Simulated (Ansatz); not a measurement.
# KMgF3: properties at the relaxed cell

One table from this session's results is given with a row withheld; the runs are named, their logs left out.

Computed with Ansatz 0.2.0 (DFT PBE, scalar-relativistic, plane waves, PAW, unless a step's input says otherwise).

1 further run of the same task is left out (set aside as unsound or not needed).

## The system as given

Symmetry: Pm-3m, No. 221, cubic system. Conventional cell: a = 4.054 Å, b = 4.054 Å, c = 4.054 Å, α = 90.00°, β = 90.00°, γ = 90.00°. K (site symmetry m-3m) is surrounded by 12 F at 2.87 Å. Mg (site symmetry m-3m) has 6 F at 2.03 Å as nearest neighbours. F (site symmetry 4/mmm) has 2 Mg at 2.03 Å and 4 K at 2.87 Å as nearest neighbours.

Structure file:

```cif
data_structure
_symmetry_space_group_name_H-M 'P 1'
_symmetry_Int_Tables_number 1
_cell_length_a 4.0542
_cell_length_b 4.0542
_cell_length_c 4.0542
_cell_angle_alpha 90.000
_cell_angle_beta 90.000
_cell_angle_gamma 90.000
_cell_volume 66.64
loop_
_atom_site_label
_atom_site_type_symbol
_atom_site_fract_x
_atom_site_fract_y
_atom_site_fract_z
_atom_site_occupancy
K1 K 0.50000 0.50000 0.50000 1
Mg1 Mg 0.00000 0.00000 0.00000 1
F1 F 0.50000 0.00000 0.00000 1
F2 F 0.00000 0.50000 0.00000 1
F3 F 0.00000 0.00000 0.50000 1
```

It is the result of an earlier relaxation at this level (volume 13.33 Å³/atom; gap on the mesh: 6.96 eV).

The first run:

Input file input.yaml:

```yaml
crystal:
  lattice:
    - [4.0132322251, 0.0, 0.0]
    - [0.0, 4.0132322251, 0.0]
    - [0.0, 0.0, 4.0132322251]
  atoms:
    - { symbol: K, position: [0.5, 0.5, 0.5] }
    - { symbol: Mg, position: [0.0, 0.0, 0.0] }
    - { symbol: F, position: [0.5, 0.0, 0.0] }
    - { symbol: F, position: [0.0, 0.5, 0.0] }
    - { symbol: F, position: [0.0, 0.0, 0.5] }
basis:
  ecutwfc: 420
kpoints:
  mp_grid: { grid: [6, 6, 6] }
hamiltonian:
  xc: pbe
scf:
  occupations: { method: gaussian, width: 0.02 }
output:
  forces: true
  stress: true
  eigenvalues: true
```

Command:

```
> ansatz run input.yaml --threads 1 --pin off --max-ram 2560MiB --backend cpu --events-out ev --progress --plain --runs-dir out
```

Steps of the session up to this table: Volume × 0.97; Point at V/V0 = 1.03; The cell scaled to 0.94 of its volume; The cell scaled to 1.06 of its volume; Volume × 0.91; The cell scaled to 1.10 of its volume; Point at V/V0 = 0.88.

One table of the session follows, with a row left open; its other results are not shown here.

It belongs to the step «Energy against volume». 

| volume (Å³/atom) | energy above the lowest point (meV/atom) | pressure (GPa) | gap on the mesh (eV) |
| --- | --- | --- | --- |
| 11.728 | 50.1 | 11.25 | 7.94 |
| 12.128 | 26.5 | 7.71 | 7.67 |
| 12.528 | ? | ? | ? |
| 12.927 | 2.7 | 2.16 | 7.18 |
| 13.327 | 0.0 | 0.01 | 6.96 |
| 13.727 | 2.4 | -1.83 | 6.75 |
| 14.127 | 9.0 | -3.39 | 6.56 |
| 14.660 | 23.2 | -5.11 | 6.31 |

Q: Estimate the row for volume (Å³/atom) = 12.528 from the others.

Worked estimate for «energy above the lowest point (meV/atom)». A straight line through the neighbours (12.128, 26.5) and (12.927, 2.7) gives 26.5 + (2.7 − 26.5) × (12.528 − 12.128) / (12.927 − 12.128) = 14.6; a parabola fitted to 4 rows on both sides gives 11.1.

The run gave: energy above the lowest point (meV/atom): 11.2; pressure (GPa): 4.70; gap on the mesh (eV): 7.42. In «energy above the lowest point (meV/atom)» the line misses by +3.4 and the parabola by -0.1.
